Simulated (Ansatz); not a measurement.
**C₂H₉ClOSi₂: vertical ionisation energy**

Aim: the vertical ionisation energy of C₂H₉ClOSi₂, as cation minus neutral at the neutral's geometry, on several levels, and how well −ε(HOMO) stands in for it.

Computed with Ansatz 0.2.0, Gaussian basis. Level: unrestricted cation, the program's frozen cores in correlated methods.

Levels to be run: UKS PBE-D4/def2-TZVPP; UKS r2SCAN-D4/def2-TZVPP; UKS PBE0-D4/def2-TZVPP; UKS B3LYP-D4/def2-TZVPP; UKS wB97X-V/def2-TZVPP; UKS wB97M-V/def2-TZVPP; UKS B2PLYP/def2-TZVPP; UHF-CCSD(T)/def2-TZVPP; UHF-MP2/def2-QZVPP; extrapolation to the limit; then −ε(HOMO) from the neutral's earlier runs with LDA (SPW92), PBE-D4, revPBE-D4, BLYP-D4, r2SCAN-D4, B97M-V, PBE0-D4, B3LYP-D4, r2SCANh-D4, r2SCAN0-D4, HSE06-D4, BHLYP-D4, CAM-B3LYP-D4, LC-ωPBE, ωB97X-V, ωB97M-V.

## 1. The geometry

All runs share one geometry, relaxed beforehand with PBE0-D4/def2-TZVP.

SMILES `CC[SiH](Cl)O[SiH3]`, 15 atoms, charge 0, spin multiplicity 1.

Atoms are counted from 1 here; the program's logs count them from 0.

Bond lengths: C1–C2 1.526 Å, C1–H7 1.092 Å, C1–H8 1.092 Å, C1–H9 1.092 Å, C2–Si3 1.853 Å, C2–H10 1.096 Å, C2–H11 1.097 Å, Si3–Cl4 2.066 Å, Si3–O5 1.626 Å, Si3–H12 1.481 Å, O5–Si6 1.641 Å, Si6–H13 1.486 Å, Si6–H14 1.483 Å, Si6–H15 1.484 Å. Angles: C2–C1–H7 111.3°, C2–C1–H8 111.3°, C2–C1–H9 111.2°, H7–C1–H8 107.6°, H7–C1–H9 107.6°, H8–C1–H9 107.7°, C1–C2–Si3 114.3°, C1–C2–H10 110.9°, C1–C2–H11 110.7°, Si3–C2–H10 107.6°, Si3–C2–H11 106.8°, H10–C2–H11 106.1°, C2–Si3–Cl4 109.4°, C2–Si3–O5 110.0°, C2–Si3–H12 112.9°, Cl4–Si3–O5 108.5°, Cl4–Si3–H12 106.4°, O5–Si3–H12 109.5° and more.

## 2. Cation, UKS PBE-D4/def2-TZVPP

Input file in.yaml:

```yaml
crystal:
  periodic: [false, false, false]
  atoms:
    - {symbol: C, position_ang: [0.270550, 1.309730, -1.650823]}
    - {symbol: C, position_ang: [0.576533, -0.185229, -1.644287]}
    - {symbol: Si, position_ang: [-0.208590, -1.118101, -0.248676]}
    - {symbol: Cl, position_ang: [-2.263247, -0.952100, -0.381787]}
    - {symbol: O, position_ang: [0.267872, -0.493593, 1.175238]}
    - {symbol: Si, position_ang: [-0.213268, -0.117864, 2.698476]}
    - {symbol: H, position_ang: [0.612691, 1.787971, -0.730308]}
    - {symbol: H, position_ang: [0.763095, 1.810988, -2.486940]}
    - {symbol: H, position_ang: [-0.802457, 1.493685, -1.738708]}
    - {symbol: H, position_ang: [0.252377, -0.654756, -2.579746]}
    - {symbol: H, position_ang: [1.657137, -0.359614, -1.574539]}
    - {symbol: H, position_ang: [0.097413, -2.566761, -0.280950]}
    - {symbol: H, position_ang: [-0.823587, -1.302362, 3.355138]}
    - {symbol: H, position_ang: [0.991021, 0.306003, 3.452918]}
    - {symbol: H, position_ang: [-1.199341, 0.991102, 2.664293]}
basis:
  gaussian: {orbitals: def2-TZVPP}
total_charge: 1
magnetization: {spin_polarized: true, initial_magnetization: 1}
hamiltonian: {xc: pbe, dispersion: d4}
```

The runs that follow: Cation, UKS r2SCAN-D4/def2-TZVPP; Cation, UKS PBE0-D4/def2-TZVPP; Cation, UKS B3LYP-D4/def2-TZVPP; Cation, UKS wB97X-V/def2-TZVPP; Cation, UKS wB97M-V/def2-TZVPP; Cation, UKS B2PLYP (frozen core)/def2-TZVPP; Cation, UHF-CCSD(T)/def2-TZVPP; Cation, UHF-MP2/def2-QZVPP.

Q: Predict the results of all the runs planned. Wanted: ionisation energy, CCSD(T)/CBS; nearest functional by difference; nearest −ε(HOMO); −ε(HOMO) of PBE; T1 of the cation.

As calculated:

| quantity | value |
| --- | --- |
| ionisation energy, CCSD(T)/CBS | 10.80 eV |
| nearest functional by difference | ωB97X-V (-0.21 eV) |
| nearest −ε(HOMO) | ωB97X-V (-0.07 eV) |
| −ε(HOMO) of PBE | 7.00 eV |
| T1 of the cation | 0.035 |

What this shows: By cation minus neutral, the functionals miss by 1.21 eV at most. The PBE orbital energy is 3.8 eV too small: a semilocal HOMO is no ionisation energy. Among orbital estimates ωB97X-V comes nearest. Hartree-Fock falls 0.58 eV short, as the neutral has more correlation energy than the cation. The cation's T1 (from the report) is 0.035, near the customary mark of 0.045 for open shells, so the coupled-cluster value is less safe. The cation may have settled in a state other than its lowest; no search over hole states beyond the program's own was made.
